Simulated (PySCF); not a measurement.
# RuNF: structure of the singlet

Where does singlet RuNF go from a bent start, is the end point a minimum, and what are its modes, charges and moments?

Method: PBE0, basis Ru def2-TZVP with ECP28, N def2-TZVP, F def2-TZVP, scalar-relativistic core potentials, no spin–orbit coupling, density fitting; program: PySCF 2.14.0.

### Step 1. Where the work starts

3 atoms, charge 0, spin multiplicity 1.

Bond lengths: Ru1–N2 1.740 Å, Ru1–F3 1.890 Å. Angles: N2–Ru1–F3 110.0°.

Z-matrix (Å, degrees; charge 0 multiplicity 1):
```
Ru
N  1 1.7400
F  1 1.8900 2 110.00
```

### Step 2. First SCF at the start

One driver script runs all steps and calls PySCF; scf.py shows how it sets up the SCF of each step. The optimiser is the driver's own. After this first run the driver tries any further starts and a stability analysis.

scf.py reads:

```python
from pyscf import gto, scf, dft
mol = gto.M(atom='''
Ru     0.000000     0.000000     0.000000
N     -1.425300     0.000000     0.998000
F      1.548200     0.000000     1.084100''',
    basis={'Ru': 'def2-TZVP', 'N': 'def2-TZVP', 'F': 'def2-TZVP'},
    ecp={'Ru': 'def2-TZVP'},
    charge=0, spin=0)
mf = dft.RKS(mol, xc='PBE0')
mf.grids.atom_grid = (50, 194)
aux = {'Ru': 'def2-universal-JKFIT', 'N': 'def2-universal-JKFIT', 'F': 'def2-universal-JKFIT'}
mf = mf.density_fit(auxbasis=aux)
mf.conv_tol = 1e-08
mf.diis_space = 10
mf.max_cycle = 60
mf.init_guess = 'minao'
mf.verbose = 4
mf.kernel()
```

Command:

```sh
> OMP_NUM_THREADS=2 python axn.py task.json out
```

Further steps of the session: Bent start, singlet: relaxation; Vibrations and properties at this point.

What does the calculation give? Wanted: minimum; geometry; wavenumbers; dipole moment; highest occupied, lowest empty level; polar-tensor charge of Ru1; zero-point energy; atomisation energy.

The runs gave:

```
                                 quantity                                      value
                                  minimum                                singlet, Cs
                                 geometry  Ru–F 1.914 Å, Ru–N 1.548 Å; F–Ru–N 156.2°
                       wavenumbers (cm⁻¹)              131 (a'), 601 (a'), 1267 (a')
                            dipole moment                                     2.21 D
     highest occupied, lowest empty level                            -7.25, -3.58 eV
               polar-tensor charge of Ru1                                    +1.44 e
                        zero-point energy                                12.0 kJ/mol
                      entropy at 298.15 K                            275.5 J/(mol K)
atomisation energy (no zero-point energy)                                 900 kJ/mol
```

**Reading.** The bent start keeps its Cs symmetry and ends in a minimum. The strongest infrared band lies at 601 cm⁻¹ (a', stretch). Other starts or spin states, not run here, may lie lower.
